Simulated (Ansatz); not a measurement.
**MnPtF6: two electronic states of one cell**

Aim: solve MnPtF6 (a structure type of another compound, with these elements put in) from each of its saved states, at one geometry and mesh, and see which is lowest and how they differ.

Program: Ansatz 0.2.0. Level of theory: DFT, r2SCAN, with U_eff = 5.02 eV on Mn d, plane waves, PAW. These are calculated values, not measurements.

## Step 1: The cell

Symmetry: R-3m, No. 166, trigonal system. The conventional cell has a = 6.659 Å, b = 6.659 Å, c = 6.266 Å, α = 90.00°, β = 90.00°, γ = 120.00°. Pt (site symmetry -3m) has 12 F at 2.46 to 2.56 Å as nearest neighbours. Around Mn (site symmetry -3m) lie 6 F at 1.69 Å. Around F (site symmetry m) lie 1 Mn at 1.69 Å.

As a file:

```cif
data_structure
_symmetry_space_group_name_H-M 'P 1'
_symmetry_Int_Tables_number 1
_cell_length_a 4.3754
_cell_length_b 4.3754
_cell_length_c 4.3754
_cell_angle_alpha 99.103
_cell_angle_beta 99.103
_cell_angle_gamma 99.103
_cell_volume 80.21
loop_
_atom_site_label
_atom_site_type_symbol
_atom_site_fract_x
_atom_site_fract_y
_atom_site_fract_z
_atom_site_occupancy
Pt1 Pt 0.50000 0.50000 0.50000 1
Mn1 Mn 0.00000 0.00000 0.00000 1
F1 F 0.27600 0.91600 0.27600 1
F2 F 0.27600 0.27600 0.91600 1
F3 F 0.91600 0.27600 0.27600 1
F4 F 0.72400 0.08400 0.72400 1
F5 F 0.08400 0.72400 0.72400 1
F6 F 0.72400 0.72400 0.08400 1
```

The states: A, no atom with a moment over 0.3 μB (no spin polarisation); B, Pt1 up, Mn2 up (collinear spin). Each run reads its own saved solution as saved_state.

## Step 2: Run from state A

Contents of input.yaml:

```yaml
crystal:
  lattice:
    - [3.3296048, 1.92235017, 2.08857599]
    - [-3.3296048, 1.92235017, 2.08857599]
    - [0.0, -3.84470034, 2.08857599]
  atoms:
    - { symbol: Pt, position: [0.5, 0.5, 0.5] }
    - { symbol: Mn, position: [0.0, 0.0, 0.0] }
    - { symbol: F, position: [0.276, 0.916, 0.276] }
    - { symbol: F, position: [0.276, 0.276, 0.916] }
    - { symbol: F, position: [0.916, 0.276, 0.276] }
    - { symbol: F, position: [0.724, 0.084, 0.724] }
    - { symbol: F, position: [0.084, 0.724, 0.724] }
    - { symbol: F, position: [0.724, 0.724, 0.084] }
  symmetry: { detect: false, time_reversal: true }
kpoints:
  mp_grid: { grid: [5, 5, 5], shift: [0, 0, 0] }
magnetization:
  spin_polarized: false
scf:
  occupations: { method: fermi_dirac, width: 0.0695 }
  lower_state_search: "off"
  max_iter: 200
hamiltonian:
  pseudopotentials: { kind: paw }
  xc: r2scan
  hubbard:
    projectors: all-electron-ortho-atomic
    sites: [{ species: Mn, l: d, u_eff: 5.02 }]
basis:
  ecutwfc: 500
  fft_grid_basis: typed
output:
  forces: true
  stress: true
  eigenvalues: true
  bader: true
  populations: true
  elf: true
  write_potential: true
  volumetric_format: npy
  dos:
    e_range: [-12, 8]
    de: 0.05
    projected: { site_lists: { F: [F], Mn: [Mn], Pt: [Pt] } }
checkpoint:
  read: saved_state
```

## Step 4: Run from state B

Changes to input.yaml since step 2:

```diff
@@ -17,4 +17,14 @@
   mp_grid: { grid: [5, 5, 5], shift: [0, 0, 0] }
+  band_path:
+    path:
+      - [0.0, 0.0, 0.0]
+      - [0.49999996, 1.5e-07, -1.1e-07]
+      - [0.49999971, -0.49999992, 0.50000021]
+      - [0.36340284, -0.63659679, 0.36340334]
+      - [0.36340313, 0.36340313, 0.36340313]
+      - [0.0, 0.0, 0.0]
+      - [0.49999981, -0.49999981, 0.0]
+    npoints: 10
 magnetization:
-  spin_polarized: false
+  spin_polarized: true
 scf:
```

(Steps that only read results are left out.)

Before running it: what results should come out? Wanted: for each run, free energy; largest site moment; size of the net moment; gap; pressure; largest force.

The runs gave:

| state | free energy (meV/atom) | largest site moment (μB) | size of the net moment (μB/cell) | gap (eV) | pressure (GPa) | largest force (eV/Å) | SCF cycles |
| --- | --- | --- | --- | --- | --- | --- | --- |
| A | 543.2 | – | – | metal | 27.8 | 3.12 | 20 |
| B | 0.0 | 2.39 | 5.00 | 0.67 | 32.9 | 3.91 | 9 |

**Reading.** State B lies lowest, 543.2 meV per atom under state A. They differ in kind: A is a metal, B is gapped. Spin-orbit coupling, left out here, can change that for 5d elements. The atoms are far from rest (forces to 3.9 eV/Å), so order and character hold for this geometry alone. At the same volume their pressures differ by 5.1 GPa, the state with the larger moments having the higher pressure, so it wants the larger volume. Not all runs allow spin: where it is off, the gap in energy is mostly the cost of forbidding moments, not two ends of one search.

Limits of this run: an odd count of electrons without spin polarisation forces a partly filled band; the state breaks the symmetry of the cell.
